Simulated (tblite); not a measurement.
# C6H5NS2: the cost of one run

Programs: tblite 0.8.0 and PySCF 2.14.0, with density-fitted response routines of our own. Each step states its level of theory. These are calculated values for one molecule in the gas phase, unless marked as measured. Atoms count from 0, in the outputs and in this text.

### Step 1. The starting structure

14 atoms, charge 0, multiplicity 1; geometry from: force field or distance geometry start.

Bonds of the start (Å): S0–C1 1.84, C1–C2 1.37, C2–S3 1.76, S3–C4 1.82, C4–C5 1.39, C5–C6 1.37, C6–N7 1.35, N7–C8 1.36, C8–C1 1.34, C8–C4 1.37, S0–H9 1.41, C2–H10 1.09, C5–H11 1.08, C6–H12 1.09, N7–H13 1.05.

### Step 2. Geometry optimisation with GFN2-xTB

Job settings and geometry (Å):

```
{"job": {"kind": "relax", "xc": "GFN2-xTB", "basis": "xTB"}, "charge": 0, "multiplicity": 1}
S      2.520600    -1.492000    -0.275300
C      1.410600    -0.034200    -0.103500
C      1.977500     1.197300     0.070600
S      0.648700     2.346500     0.198400
C     -0.621200     1.055300     0.044700
C     -1.995200     0.858400     0.003200
C     -2.132100    -0.492500    -0.171800
N     -0.909100    -1.056500    -0.230700
C      0.072500    -0.118000    -0.108400
H      2.658300    -2.163600     0.952200
H      3.040000     1.440500     0.101200
H     -2.789900     1.582900     0.097000
H     -3.082000    -1.030200    -0.230700
H     -0.799600    -2.094400    -0.369200
```

Launch:

```sh
> OMP_NUM_THREADS=1 python probes_run.py task.json out
```

The driver reads the jobs from task.json and runs them one after another.

**Question.** How long does this first job take on 1 thread of Intel Xeon at 2.50GHz, shared host, and how much memory does it need?

About 1.9 s, with a peak of 0.18 GiB.
